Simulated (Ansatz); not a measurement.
**ClH₃S₃Ti: one species, many methods**

An exercise on one series of results from a longer session: the logs are not shown, and one member is left open.

The runs use Ansatz 0.2.0, Gaussian basis; functionals in def2-TZVPP, the program's frozen cores in correlated methods.

Levels to be run: PBE-D4, r2SCAN-D4, PBE0-D4, B3LYP-D4, ωB97X-V, ωB97M-V, B2PLYP; CCSD(T)/def2-TZVPP; MP2/def2-QZVPP; extrapolation to the limit.

## Structure used throughout

All runs share one geometry, relaxed beforehand with PBE0-D4 in a triple-zeta def2 set.

SMILES `[SH][Ti]([SH])([SH])[Cl]`, 8 atoms, charge 0, spin multiplicity 1.

Atoms are counted from 1 here; the program's logs count them from 0.

Bond lengths: S1–Ti2 2.256 Å, S1–H6 1.351 Å, Ti2–S3 2.267 Å, Ti2–S4 2.265 Å, Ti2–Cl5 2.184 Å, S3–H7 1.351 Å, S4–H8 1.348 Å. Angles: Ti2–S1–H6 90.1°, S1–Ti2–S3 104.0°, S1–Ti2–S4 104.9°, S1–Ti2–Cl5 113.5°, S3–Ti2–S4 110.4°, S3–Ti2–Cl5 112.5°, S4–Ti2–Cl5 111.0°, Ti2–S3–H7 90.3°, Ti2–S4–H8 90.3°.

The first run:

The input, in.yaml:

```yaml
crystal:
  periodic: [false, false, false]
  atoms:
    - {symbol: S, position_ang: [-2.258939, 0.183394, -0.156240]}
    - {symbol: Ti, position_ang: [-0.015136, 0.375586, -0.023392]}
    - {symbol: S, position_ang: [0.630320, -1.492190, 1.087714]}
    - {symbol: S, position_ang: [0.704570, 0.306338, -2.169488]}
    - {symbol: Cl, position_ang: [0.646459, 2.207568, 0.965255]}
    - {symbol: H, position_ang: [-2.361657, 0.439270, 1.166219]}
    - {symbol: H, position_ang: [1.872029, -0.982173, 1.237185]}
    - {symbol: H, position_ang: [0.782364, -1.037782, -2.107252]}
basis:
  gaussian: {orbitals: def2-TZVPP}
hamiltonian: {xc: pbe, dispersion: d4}
output: {forces: true, orbitals: {seedname: orbitals}}
```

Launch:

```sh
> ansatz run in.yaml --threads 2 --pin off --events-out ev --progress --plain --max-ram 32768MiB --backend cuda --devices 0, --max-vram 18GiB
```

Among the steps run: PBE-D4 (GGA); r2SCAN-D4 (meta-GGA); PBE0-D4 (hybrid); B3LYP-D4 (hybrid); ωB97X-V (range-separated); ωB97M-V (range-separated); B2PLYP (double hybrid).

One table of the session follows, with a row left open; its other results are not shown here.

It belongs to the step «Frontier levels by functional». 

```
functional  HOMO (eV)  LUMO (eV)  gap (eV)
    PBE-D4      -6.83      -4.02      2.81
 r2SCAN-D4      -7.12      -3.98      3.14
   PBE0-D4      -8.00      -3.13      4.87
  B3LYP-D4      -7.74      -3.33      4.41
   ωB97X-V     -10.29      -1.05      9.24
   ωB97M-V          ?          ?         ?
```

Q: Estimate the row for ωB97M-V from the others.

**Answer.** HOMO (eV): -10.11; LUMO (eV): -1.00; gap (eV): 9.11. In the column «HOMO (eV)» it lies between ωB97X-V (-10.29) and PBE0-D4 (-8.00).
